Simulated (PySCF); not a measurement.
# SiCl3 (SMILES Cl[Si](Cl)Cl) at ROCCSD(T)/STO-3G

Aim: the energy change on altering one bond length of SiCl3 at ROCCSD(T)/STO-3G, from 2 runs. 

The results are computed with PySCF 2.14.0.

15 further runs of the same task are left out: 8 that didn't finish, 7 set aside as unsound or not needed.

### Step 1. The system as given

SiCl3 has 4 atoms, charge 0, and is taken as a doublet. SMILES: `Cl[Si](Cl)Cl`. The shape is that of a PBE0-D4/def2-TZVP optimisation.

Bond lengths: Cl1–Si2 2.043 Å, Si2–Cl3 2.043 Å, Si2–Cl4 2.043 Å. Angles: Cl1–Si2–Cl3 109.4°, Cl1–Si2–Cl4 109.4°, Cl3–Si2–Cl4 109.5°.

### Step 2. The energy at ROCCSD(T)/STO-3G

calc.py reads:

```python
from pyscf import gto, cc

mol = gto.M(
    atom='''
Cl  -1.524800  -0.591600   1.030100
Si   0.116100   0.389400   0.310600
Cl   1.694700  -0.903800   0.219000
Cl  -0.286000   1.105900  -1.559700
''',
    basis='sto-3g',
    verbose=3,
    max_memory=1860,
    spin=1,
    charge=0,
)

mf = mol.ROHF()
mf.conv_tol = 1e-10
mf.kernel()
if not mf.converged:
    mf = mf.newton().run(mf.mo_coeff, mf.mo_occ)

mycc = cc.CCSD(mf, frozen=20)
mycc.kernel()
e_t = mycc.ccsd_t()
etot = mycc.e_tot + e_t
print(f'total energy: {etot:.8f} hartree')
```

The run is started by

```
$ OMP_NUM_THREADS=1 python calc.py
```

What it wrote:

```text
converged SCF energy = -1649.46150926744

WARN: RCCSD method does not support ROHF method. ROHF object is converted to UHF object and UCCSD method is called.

E(UCCSD) = -1649.510593432853  E_corr = -0.04908416541146223
UCCSD(T) correction = -0.00178647990234916
total energy: -1649.51237991 hartree
```

Run time: 0.95 s. Hardware: 1 thread of Intel Xeon Platinum 8488C (Sapphire Rapids), shared host; peak memory 0.12 GiB.

### Step 3. The distorted shape, same level

job.py reads:

```python
from pyscf import gto, scf, cc

system = gto.M(
    atom='''
Cl      -2.787673       0.442954       1.103380
Si      -1.146773       1.423954       0.383880
Cl       1.694700      -0.903800       0.219000
Cl      -1.548873       2.140454      -1.486420
''',
    verbose=3,
    basis='sto-3g',
    spin=1,
    max_memory=1860,
)

calc0 = scf.ROHF(system)
calc0.conv_tol = 1e-10
calc0.kernel()
if not calc0.converged:
    calc0 = calc0.newton().run(calc0.mo_coeff, calc0.mo_occ)

mycc = cc.CCSD(calc0, frozen=20)
mycc.kernel()
e_t = mycc.ccsd_t()
etot = mycc.e_tot + e_t
print('Final energy', etot)
```

The run is started by

```
$ OMP_NUM_THREADS=1 python job.py
```

What it wrote:

```text
converged SCF energy = -1649.37843934909

WARN: RCCSD method does not support ROHF method. ROHF object is converted to UHF object and UCCSD method is called.

E(UCCSD) = -1649.428727173721  E_corr = -0.05028782463392197
UCCSD(T) correction = -0.00222147968089131
Final energy -1649.430948653402
```

It took 1.1 s on 1 thread of Intel Xeon Platinum 8488C (Sapphire Rapids), shared host; peak memory 0.12 GiB.

### Step 4. Results

At ROCCSD(T)/STO-3G, 20 core orbitals frozen:

```
                                                           quantity           value
                                          first shape: total energy  -1649.51238 Eh
                  first shape: dipole moment (Hartree–Fock density)          2.53 D
          first shape: correlation energy (20 core orbitals frozen)       -50.9 mEh
                                        first shape: (T) correction       -1.79 mEh
                     first shape: ⟨S²⟩ of the reference determinant           0.750
                                         first shape: T1 diagnostic           0.011
                                      distorted shape: total energy  -1649.43095 Eh
              distorted shape: dipole moment (Hartree–Fock density)          2.40 D
      distorted shape: correlation energy (20 core orbitals frozen)       -52.5 mEh
                                    distorted shape: (T) correction       -2.22 mEh
                 distorted shape: ⟨S²⟩ of the reference determinant           0.750
                                     distorted shape: T1 diagnostic           0.010
energy change with the Si2–Cl3 bond stretched from 2.043 to 3.677 Å        2.216 eV
```

What this shows: With the Si2–Cl3 bond stretched from 2.043 to 3.677 Å the energy rises by 2.22 eV (51 kcal/mol). The first shape isn't relaxed at this level, so the change isn't measured from a minimum. The minimal basis adds a large error of its own. Mulliken charges (first shape) of the mean-field density run from -0.32 on Cl1 to +0.96 on Si2. The triples (first shape) make up 3.5 % of the correlation energy. Mulliken charges (distorted shape) of the mean-field density run from -0.40 on Cl4 to +0.79 on Si2. The triples (distorted shape) make up 4.2 % of the correlation energy.
